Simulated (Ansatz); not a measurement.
Crystal: NiMoIrPdW.

```
Ni Mo Pd Ir W
1.0
    -1.37004    1.37004    9.71647
     1.37004   -1.37004    9.71647
     1.37004    1.37004   -9.71647
Ni Mo Pd Ir W
1 1 1 1 1
Direct
  0.19862 0.19862 0.00000
  0.60922 0.60922 0.00000
  0.79310 0.79310 0.00000
  0.39944 0.39944 0.00000
  0.99565 0.99565 0.00000
```

The cell was built by a generator and needn't be a form met in nature.

Base run:

| Item | Value |
| --- | --- |
| Program | Ansatz 0.2.0 |
| Functional | LDA |
| Potentials or basis | Ansatz PAW |
| Cutoff | 420 eV |
| Density cutoff | 1680 eV |
| k mesh | 13 × 13 × 13 |
| Occupations | fermi-dirac, width 0.05 eV |
| Spin | collinear spin, ferromagnetic start |
| Starting moments | [1.0, 1.0, 0.0, 0.6, 0.0] μB |

Its results: band gap on the k mesh none (metal or under the smearing width); pressure -14.7 GPa; net moment 0.00 μB per cell; largest force 0.264 eV/Å.

The run is repeated on the same cell with these changes: functional from LDA to RPBE. What comes out?

Band gap on the k mesh none (metal or under the smearing width); pressure 4.1 GPa; net moment 0.00 μB per cell; largest force 0.069 eV/Å.

RPBE binds less tightly than LDA, so the same cell stands under more pressure.

Caveats: the PAW data sets come from PBE, with cores solved anew for the run's functional, which leaves a small shift of forces and pressure; the potentials were made for another functional, which shifts forces and pressure (some runs).

Not every run made on this cell is shown here.
